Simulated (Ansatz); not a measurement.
Runs of Ansatz 0.2.0 on Sn3Se. It takes space group Pm-3m (No. 221, cubic). The conventional cell has a = 4.742 Å, b = 4.742 Å, c = 4.742 Å, α = 90.00°, β = 90.00°, γ = 90.00°. Sn (site symmetry 4/mmm) is surrounded by 8 Sn at 3.35 Å and 4 Se at 3.35 Å. Se (site symmetry m-3m) is surrounded by 12 Sn at 3.35 Å. The cell comes from a database or a generator and needn't be the stable form of this composition.

```tsv
level	k mesh	gap on the mesh (eV)	pressure (GPa)	relaxed volume (Å³/atom)
PBEsol+D3(BJ)+ATM	6 × 6 × 6	none	0.0	24.20
PBE0	4 × 4 × 4	none	-	(b)
PBEsol	6 × 6 × 6	none	0.0	25.26
PBEsol+D4	6 × 6 × 6	none	0.0	(a)
PBEsol+D3(BJ)	6 × 6 × 6	none	0.0	24.08
```

Alike in all rows: task relaxation of cell and atoms; potentials or basis Ansatz PAW; no spin polarisation; cell relaxed; cutoff (eV) 420; smearing fermi-dirac 0.05 eV.

Question: Fill in the values left out.

Answer: (a) 24.52; (b) 25.82.

Caveats: the plane-wave basis is chosen anew once the cell has moved, so the energies of steps on either side of that aren't comparable; the PAW data sets come from PBE, with cores solved anew for the run's functional, which leaves a small shift of forces and pressure; pairwise dispersion overbinds metals, which lowers pressure and volume (some runs).

A k mesh can miss the band edges, and the runs leave out spin-orbit coupling on Se, Sn.

A gap of «none» marks a metal or a gap under the smearing width.

Not every run made on this cell is shown here.
